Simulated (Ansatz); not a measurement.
**Al2Cl2F2H2: geometry and vibrations**

Aim: relax Al2Cl2F2H2 from a cheap starting geometry, then compute its harmonic vibrations to see whether it is a minimum and to get the zero-point energy and entropy.

Program: Ansatz 0.2.0, Gaussian basis. Level of theory: RKS PBE0-D4/def2-TZVP. These are calculated values, not measurements.

Levels to be run: relaxation at PBE0-D4/def2-TZVP; harmonic vibrations at the same level.

1 further run of the same task is left out (set aside as unsound or not needed).

### 1 The system as given

SMILES `[Cl][AlH-]1[F+][AlH-]([Cl])[F+]1`, 8 atoms, charge 0, spin multiplicity 1.

Atoms are counted from 1 here; the program's logs count them from 0.

Bond lengths: Cl1–Al2 2.012 Å, Al2–F3 1.846 Å, Al2–F6 1.840 Å, Al2–H7 1.509 Å, F3–Al4 1.841 Å, Al4–Cl5 2.011 Å, Al4–F6 1.846 Å, Al4–H8 1.508 Å. Angles: Cl1–Al2–F3 116.0°, Cl1–Al2–F6 116.4°, Cl1–Al2–H7 128.8°, F3–Al2–F6 78.9°, F3–Al2–H7 102.6°, F6–Al2–H7 102.5°, Al2–F3–Al4 98.1°, F3–Al4–Cl5 116.6°, F3–Al4–F6 78.8°, F3–Al4–H8 102.4°, Cl5–Al4–F6 116.1°, Cl5–Al4–H8 128.8°, F6–Al4–H8 102.5°, Al2–F6–Al4 98.1°.

The start is a GFN2-xTB geometry.

### 2 Relaxation at PBE0-D4/def2-TZVP

in.yaml reads:

```yaml
crystal:
  periodic: [false, false, false]
  atoms:
    - {symbol: Cl, position_ang: [1.062810, 2.346850, 1.824850]}
    - {symbol: Al, position_ang: [1.007140, 0.755380, 0.595630]}
    - {symbol: F, position_ang: [-0.179670, 0.861490, -0.813780]}
    - {symbol: Al, position_ang: [-0.948890, -0.801110, -0.631520]}
    - {symbol: Cl, position_ang: [-2.958440, -0.873390, -0.680850]}
    - {symbol: F, position_ang: [-0.185230, -0.574960, 1.034230]}
    - {symbol: H, position_ang: [2.157220, -0.018680, -0.000800]}
    - {symbol: H, position_ang: [0.045050, -1.695570, -1.327750]}
basis:
  gaussian: {orbitals: def2-TZVP}
hamiltonian: {xc: pbe0, dispersion: d4}
relax: {f_tol: 0.005, max_steps: 150}
```

Further steps of the session: Harmonic vibrations.

Before running them: what should the planned runs give, taken together? Wanted: point group; shift from the start; total energy; dispersion term; dipole moment; lowest, highest wavenumber; zero-point energy.

As calculated:

| quantity | value |
| --- | --- |
| point group | C2v |
| steps | 9 |
| shift from the start (rms) | 0.522 Å |
| total energy | -43699.0552 eV |
| dispersion term | -203 meV |
| dipole moment | 1.79 D |
| lowest, highest wavenumber | 43, 2037 cm⁻¹ |
| zero-point energy | 64.4 kJ/mol |
| entropy at 298.15 K | 381.3 J/(mol K) |

The atoms moved 0.52 Å (rms) from the start; the bond that changed most is Al4–Cl5, from 2.011 to 2.081 Å. No mode is imaginary: a true minimum at this level. The stiffest mode, 2037 cm⁻¹, is an Al–H stretch, and 4 modes under 200 cm⁻¹ make the vibrational entropy uncertain. Harmonic hybrid wavenumbers usually lie a few per cent above measured fundamentals. The largest Mulliken charge, +0.57 e, sits on Al4.
